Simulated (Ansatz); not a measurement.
# PBE/cc-pVDZ run of C2H4FNOSi (SMILES C[SiH](F)N=C=O)

Aim: the vertical singlet–triplet gap of C2H4FNOSi at PBE/cc-pVDZ, from 2 runs. 

The calculation is run with Ansatz 0.2.0.

88 further runs of the same task are left out: 88 set aside as unsound or not needed. Runs told in other sessions of the task aren't counted.

### 1 Starting point

C2H4FNOSi: 10 atoms, total charge 0, spin state singlet. SMILES: `C[SiH](F)N=C=O`. Geometry: relaxed at PBE0-D4/def2-TZVP. This is one conformer, not always the lowest.

Bond lengths: C1–Si2 1.842 Å, Si2–F3 1.595 Å, Si2–N4 1.704 Å, N4–C5 1.195 Å, C5–O6 1.163 Å, C1–H7 1.092 Å, C1–H8 1.092 Å, C1–H9 1.093 Å, Si2–H10 1.478 Å. Some angles: C1–Si2–F3 109.5°, C1–Si2–N4 109.7°, F3–Si2–N4 107.8°, Si2–N4–C5 160.7°, N4–C5–O6 177.8°, C1–Si2–H10 113.8°, F3–Si2–H10 107.2°, N4–Si2–H10 108.6°, Si2–C1–H7 110.7°, Si2–C1–H8 110.7°.

### 2 The energy at PBE/cc-pVDZ

The input, job.yaml:

```yaml
crystal:
  periodic: [false, false, false]
  atoms:
    - {symbol: C, position_ang: [-1.318900, -0.731800, 0.573000]}
    - {symbol: Si, position_ang: [0.243800, -0.552500, -0.384700]}
    - {symbol: F, position_ang: [1.343500, -1.551500, 0.196800]}
    - {symbol: "N", position_ang: [0.842100, 1.034600, -0.218600]}
    - {symbol: C, position_ang: [1.568200, 1.980200, -0.298100]}
    - {symbol: O, position_ang: [2.243900, 2.924800, -0.355000]}
    - {symbol: H, position_ang: [-1.152000, -0.507500, 1.629000]}
    - {symbol: H, position_ang: [-1.705900, -1.750300, 0.493100]}
    - {symbol: H, position_ang: [-2.079000, -0.045100, 0.192700]}
    - {symbol: H, position_ang: [0.097700, -0.852100, -1.825100]}
basis:
  gaussian: {orbitals: cc-pVDZ}
accuracy: high
magnetization: {spin_polarized: false}
output: {orbitals: {seedname: orbitals}}
hamiltonian: {xc: pbe}
```

Run with:

```sh
ansatz run job.yaml --threads 1 --pin off --max-ram 2610MiB --events-out events.jsonl --progress --plain --runs-dir runs
```

The program printed:

```text
Warning: RAYON_NUM_THREADS=1 ignored (pool sized by the plan → 1); use --threads N
Functional definition: PBE
  name "PBE"
  parameter kappa = 0.804
  parameter beta = 0.06672455060314922
  exchange = pbe_x(kappa = kappa, mu = beta*pi^2/3)
  correlation = pbe_c(beta = beta)
2440 factors; integrals over basis functions are off by at most 3.7e-9 eV
mean field evaluation 1: about -16248.1517 eV, gradient 7.8e1 eV
mean field evaluation 2: about -16230.4358 eV, gradient 1.2e2 eV
mean field evaluation 4: about -16260.1479 eV, gradient 1.4e1 eV
mean field evaluation 8: about -16260.5276 eV, gradient 3.1e-1 eV
mean field evaluation 16: about -16260.5278 eV, gradient 3.4e-5 eV
mean field -16260.52777033 eV, -597.5633737781 hartree, gradient 2.7e-8 eV, S^2 0.000000; 0 other end points of the search recorded, 0 dependent functions left out
reference -16260.52777355 eV, -597.5633738965 hartree; 27, 27 occupied and 81, 81 virtual orbitals, 2440 factors
Total energy: -16260.52777355 eV, -597.5633738965 hartree
```

Run time: 9.9 s. Hardware: 1 thread of Arm Neoverse V2, shared host; peak memory 0.31 GiB.

### 3 The triplet at the same level

The input, molecule.yaml:

```yaml
crystal:
  periodic: [false, false, false]
  atoms:
    - {symbol: C, position_ang: [-1.318900, -0.731800, 0.573000]}
    - {symbol: Si, position_ang: [0.243800, -0.552500, -0.384700]}
    - {symbol: F, position_ang: [1.343500, -1.551500, 0.196800]}
    - {symbol: N, position_ang: [0.842100, 1.034600, -0.218600]}
    - {symbol: C, position_ang: [1.568200, 1.980200, -0.298100]}
    - {symbol: O, position_ang: [2.243900, 2.924800, -0.355000]}
    - {symbol: H, position_ang: [-1.152000, -0.507500, 1.629000]}
    - {symbol: H, position_ang: [-1.705900, -1.750300, 0.493100]}
    - {symbol: H, position_ang: [-2.079000, -0.045100, 0.192700]}
    - {symbol: H, position_ang: [0.097700, -0.852100, -1.825100]}
basis:
  gaussian:
    orbitals: cc-pVDZ
total_charge: 0
magnetization:
  spin_polarized: true
  initial_magnetization: 2
hamiltonian:
  xc: {name: PBE}
accuracy: high
output:
  orbitals: {seedname: orbitals}
```

Run with:

```sh
ansatz run molecule.yaml --threads 1 --pin off --max-ram 2610MiB --events-out events.jsonl --progress --plain --runs-dir runs
```

The program printed (excerpt; [...] marks lines left out):

```text
Warning: RAYON_NUM_THREADS=1 ignored (pool sized by the plan → 1); use --threads N
[... 2 set-up lines as earlier in the session ...]
[...]
2440 factors; integrals over basis functions are off by at most 3.7e-9 eV
[...]
mean field -16254.08153525 eV, -597.3264790083 hartree, gradient 1.3e-8 eV, S^2 2.002587; 16 other end points of the search recorded, 0 dependent functions left out
reference -16254.08153875 eV, -597.3264791369 hartree; 28, 26 occupied and 80, 82 virtual orbitals, 2440 factors
Total energy: -16254.08153875 eV, -597.3264791369 hartree
```

Wall time 63 s (1 thread of Arm Neoverse V2, shared host); peak memory 0.42 GiB.

### 4 Results

Level: PBE/cc-pVDZ.

| quantity | value |
| --- | --- |
| singlet: total energy | -597.56337 Eh |
| singlet: HOMO energy | -7.05 eV |
| singlet: LUMO energy | -0.40 eV |
| singlet: HOMO–LUMO gap | 6.65 eV |
| triplet: total energy | -597.32648 Eh |
| triplet: HOMO energy (highest over α and β) | -0.89 eV |
| triplet: ⟨S²⟩ | 2.003 |
| vertical energy of the triplet above the singlet | 6.446 eV |

At this shape the triplet lies 6.45 eV (149 kcal/mol) above the singlet.
